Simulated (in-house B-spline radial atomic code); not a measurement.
# Se⁴⁺: excited configurations

How much energy does it take to promote electrons of Se⁴⁺ to other shells? Each configuration is solved by itself and compared with the reference.

Program: in-house B-spline radial atomic code version 1. Level of theory: non-relativistic r2SCAN0, spin-polarised, spherical density, exact exchange averaged over the configuration, point nucleus, basis-set limit. These are calculated values, not measurements, unless marked.

## (1) The system

- element: selenium (Z = 34)
- charge: +4
- electrons: 30
- configuration: [Ar] 3d10 4s2
- Hamiltonian: non-relativistic
- nucleus: point

The outer shells:

[Ar] 3d10 4s2
```
[Ar] core
3d [↑↓][↑↓][↑↓][↑↓][↑↓]
4s [↑↓]
```

Where spins are not typed, each open shell is filled with up spins first.

Settings, as recorded:

```ini
Z = 34
electrons = 30.0
configuration = [Ar] 3d10 4s2
hamiltonian = nr
method = r2scan0
spin_polarised = True
exact_exchange = averaged over the configuration
```

From the earlier run of the reference: total energy -2397.637395 hartree. Levels, eight at most:

| orbital | occupation | energy (eV) | <r> (bohr) |
| --- | --- | --- | --- |
| 3s down | 1 | -271.11 | 0.5825 |
| 3s up | 1 | -271.11 | 0.5825 |
| 3p down | 3 | -213.14 | 0.5923 |
| 3p up | 3 | -213.14 | 0.5923 |
| 3d down | 5 | -111.13 | 0.6193 |
| 3d up | 5 | -111.13 | 0.6193 |
| 4s down | 1 | -62.291 | 1.622 |
| 4s up | 1 | -62.291 | 1.622 |

## (2) Configuration [Ar] 3d10 4s1 4d1

Settings, as recorded:

```ini
Z = 34
electrons = 30.0
configuration = [Ar] 3d10 4s1 4d1
hamiltonian = nr
method = r2scan0
spin_polarised = True
exact_exchange = averaged over the configuration
```

Run with:

```
python run_scf.py task.json out
```

One command runs all members of the session, one after another, from task.json.

## (3) Configuration [Ar] 3d10 4s1 5f1

The settings differ from step 2 so:

```diff
@@ -2,3 +2,3 @@
 electrons = 30.0
-configuration = [Ar] 3d10 4s1 4d1
+configuration = [Ar] 3d10 4s1 5f1
 hamiltonian = nr
```

## (4) Run with [Ar] 3d9 4s2 5s1

The settings differ from step 3 so:

```diff
@@ -2,3 +2,3 @@
 electrons = 30.0
-configuration = [Ar] 3d10 4s1 5f1
+configuration = [Ar] 3d9 4s2 5s1
 hamiltonian = nr
```

## (5) [Ar] 3d10 4s1 4f1

The settings differ from step 4 so:

```diff
@@ -2,3 +2,3 @@
 electrons = 30.0
-configuration = [Ar] 3d9 4s2 5s1
+configuration = [Ar] 3d10 4s1 4f1
 hamiltonian = nr
```

## (6) Configuration [Ne] 3s2 3p5 3d10 4s2 5s1

The settings differ from step 5 so:

```diff
@@ -2,3 +2,3 @@
 electrons = 30.0
-configuration = [Ar] 3d10 4s1 4f1
+configuration = [Ne] 3s2 3p5 3d10 4s2 5s1
 hamiltonian = nr
```

## (7) Configuration [Ar] 3d10 4s1 4p1

The settings differ from step 6 so:

```diff
@@ -2,3 +2,3 @@
 electrons = 30.0
-configuration = [Ne] 3s2 3p5 3d10 4s2 5s1
+configuration = [Ar] 3d10 4s1 4p1
 hamiltonian = nr
```

Q: How far above the reference does each configuration lie (order and size, in eV)?

**Answer**, as computed:

| net move | configuration | 2|M_S|+1 | energy above the reference (eV) | largest <r> (bohr) |
| --- | --- | --- | --- | --- |
| 4s → 4p | [Ar] 3d10 4s1 4p1 | 3 | 10.500 | 1.78 |
| 4s → 4d | [Ar] 3d10 4s1 4d1 | 3 | 30.525 | 2.32 |
| 4s → 4f | [Ar] 3d10 4s1 4f1 | 3 | 44.328 | 3.35 |
| 4s → 5f | [Ar] 3d10 4s1 5f1 | 3 | 52.092 | 5.94 |
| 3d → 5s | [Ar] 3d9 4s2 5s1 | 3 | 88.023 | 3.23 |
| 3p → 5s | [Ne] 3s2 3p5 3d10 4s2 5s1 | 3 | 190.22 | 3.22 |

The lowest of them is 4s → 4p at 10.500 eV and the highest 3p → 5s at 190.22 eV. 1 of them lies more than 60 % above minus the reference's highest level (62.291 eV), in the range where a state can decay by emitting an electron. The reference has 2|M_S|+1 = 1; 6 of the configurations differ from it in spin. These are spherical averages at the typed spins, not spectroscopic levels.
